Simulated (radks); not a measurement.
**Cl⁷⁺ in [Ne]: an all-electron calculation**

An exercise on one series of results from a longer session: the logs are not shown, and one member is left open.

Program: radks (a radial shooting solver on a logarithmic mesh, Libxc functionals) version 1. Level of theory: Dirac Kohn-Sham, LDA (Slater exchange, Perdew-Wang correlation), spin-unpolarised, spherical densities, finite nucleus. These are calculated values, not measurements, unless marked.

### What is computed

| Quantity | Value |
| --- | --- |
| element | chlorine (Z = 17) |
| charge | +7 |
| electrons | 10 |
| configuration | [Ne] |
| nuclear rms radius | 3.3654 fm |

The outer shells:

Cl⁷⁺
```
[He] core
2s [↑↓]
2p [↑↓][↑↓][↑↓]
```

Set-up of the first run:

The run's settings:

```text
Z 17
configuration [Ne] 3s0 3p0 3d0
relativity Dirac
functional lda,pw
spin unpolarised
j_filling energy
nucleus finite rms 3.3654 fm
c 137.035999084
```

Command:

```console
> python run_ks.py task.json out
```

All runs below come from this command, one after another.

One table of the session follows, with a row left open; its other results are not shown here.

It belongs to the step «Orbitals and density». Radial density 4πr²ρ:

```
r (bohr)  4πr²ρ (e/bohr)
 0.00373          0.5141
 0.00526          0.9658
 0.00742           1.776
  0.0105           3.170
  0.0148           5.425
  0.0208           8.747
  0.0294           12.98
  0.0415           17.18
  0.0585           19.47
  0.0831           18.17
   0.117           14.55
   0.165           13.22
   0.233           16.43
   0.329               ?
   0.464           13.85
   0.655           5.590
   0.924           1.003
    1.30         0.05937
```

**Question.** Estimate the row for r (bohr) = 0.329.

Worked estimate for «4πr²ρ (e/bohr)». A straight line through the neighbours (0.233, 16.43) and (0.464, 13.85) gives 16.43 + (13.85 − 16.43) × (0.329 − 0.233) / (0.464 − 0.233) = 15.36; a parabola fitted to 4 rows on both sides gives 16.28.

The run gave: 4πr²ρ (e/bohr): 18.69. In «4πr²ρ (e/bohr)» the line misses by -3.33 and the parabola by -2.41. Between these rows the values bend or scatter more than so simple an estimate can follow.
